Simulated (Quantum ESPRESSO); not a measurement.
Pd in Quantum ESPRESSO: the effect of functional

Slab: Pd, a slab with vacuum.

```xyz
5
Lattice="2.7505 0.0000 0.0000 -1.3753 2.3820 0.0000 0.0000 0.0000 23.9831" Properties=species:S:1:pos:R:3 pbc="T T T"
Pd    1.3753    0.7940    7.5000
Pd    0.0000    1.5880    9.7458
Pd    0.0000    0.0000   11.9916
Pd    1.3753    0.7940   14.2373
Pd    0.0000    1.5880   16.4831
```

The slab is cut from a database's or a generator's crystal, which needn't be the stable form of the element.

Alike in all runs:

```yaml
Program: Quantum ESPRESSO 7.5
Task: work function
Potentials_or_basis: SG15 PBE 1.2
Cutoff: 952 eV
Density_cutoff: 3810 eV
k_mesh: 9 × 9 × 1
Occupations: fermi-dirac, width 0.05 eV
Spin: no spin polarisation
```

**Question.** One run gave: largest force 0.12 eV/Å; work function 5.27 eV. Which functional did it use?
A. PBE
B. RPBE
C. revPBE
D. BLYP
E. AM05

**Answer.** E.

| functional | largest force (eV/Å) | work function (eV) |
| --- | --- | --- |
| LDA | 0.34 | 5.68 |
| PBEsol | 0.09 | 5.38 |
| PBE | 0.32 | 5.25 |
| RPBE | 0.52 | 5.06 |
| revPBE | 0.47 | 5.09 |
| AM05 | 0.12 | 5.27 |
| WC | 0.09 | 5.37 |
| BLYP | 0.76 | 5.04 |

Caveats: the potentials were made for another functional, which shifts forces and pressure (some runs).
